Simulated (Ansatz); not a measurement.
# Li: the cost of one run

Method: DFT PBEsol, plane waves, PAW, scalar-relativistic, no spin polarisation, in Ansatz 0.2.0.

## (1) The starting structure

The cell holds 16 atoms (Li16): a = 7.313 Å, b = 7.313 Å, c = 7.313 Å, α = 90.00°, β = 90.00°, γ = 90.00°.

As a file:

```
CELL_PARAMETERS angstrom
7.31287 0.00000 0.00000
0.00000 7.31287 0.00000
0.00000 0.00000 7.31287
ATOMIC_POSITIONS crystal
Li 0.00000 0.00000 0.00000
Li 0.50000 0.00000 0.00000
Li 0.00000 0.50000 0.00000
Li 0.00000 0.00000 0.50000
Li 0.25000 0.25000 0.25000
Li 0.50000 0.50000 0.00000
Li 0.50000 0.00000 0.50000
Li 0.75000 0.25000 0.25000
Li 0.00000 0.50000 0.50000
Li 0.25000 0.75000 0.25000
Li 0.25000 0.25000 0.75000
Li 0.50000 0.50000 0.50000
Li 0.75000 0.75000 0.25000
Li 0.75000 0.25000 0.75000
Li 0.25000 0.75000 0.75000
Li 0.75000 0.75000 0.75000
```

## (2) Run 1

120 steps of 1 fs under a Langevin thermostat at 1800 K.

input.yaml reads:

```yaml
crystal:
  lattice:
    - [7.312873, 0.0, 0.0]
    - [0.0, 7.312873, 0.0]
    - [0.0, 0.0, 7.312873]
  atoms:
    - { symbol: Li, position: [0.0, 0.0, 0.0] }
    - { symbol: Li, position: [0.5, 0.0, 0.0] }
    - { symbol: Li, position: [0.0, 0.5, 0.0] }
    - { symbol: Li, position: [0.0, 0.0, 0.5] }
    - { symbol: Li, position: [0.25, 0.25, 0.25] }
    - { symbol: Li, position: [0.5, 0.5, 0.0] }
    - { symbol: Li, position: [0.5, 0.0, 0.5] }
    - { symbol: Li, position: [0.75, 0.25, 0.25] }
    - { symbol: Li, position: [0.0, 0.5, 0.5] }
    - { symbol: Li, position: [0.25, 0.75, 0.25] }
    - { symbol: Li, position: [0.25, 0.25, 0.75] }
    - { symbol: Li, position: [0.5, 0.5, 0.5] }
    - { symbol: Li, position: [0.75, 0.75, 0.25] }
    - { symbol: Li, position: [0.75, 0.25, 0.75] }
    - { symbol: Li, position: [0.25, 0.75, 0.75] }
    - { symbol: Li, position: [0.75, 0.75, 0.75] }
basis:
  ecutwfc: 420.0
kpoints:
  mp_grid: { grid: [2, 2, 2] }
hamiltonian:
  xc: pbesol
scf:
  occupations: { method: fermi_dirac, width: 0.16 }
  lower_state_search: "off"
md:
  timestep: 1
  n_steps: 120
  ensemble: nvt_langevin
  temperature: 1800.0
  initial_velocities: maxwell_boltzmann
  seed: 430115
  friction: 0.02
```

Run with:

```
> ansatz run input.yaml --threads 1 --pin off --max-ram 3072MiB --backend cpu --events-out ev --progress --plain --runs-dir out
```

**Question.** How long does this run take on 1 thread of an Arm CPU, shared host, and how much memory does it need?

About 7.3 min, with a peak of 0.52 GiB.
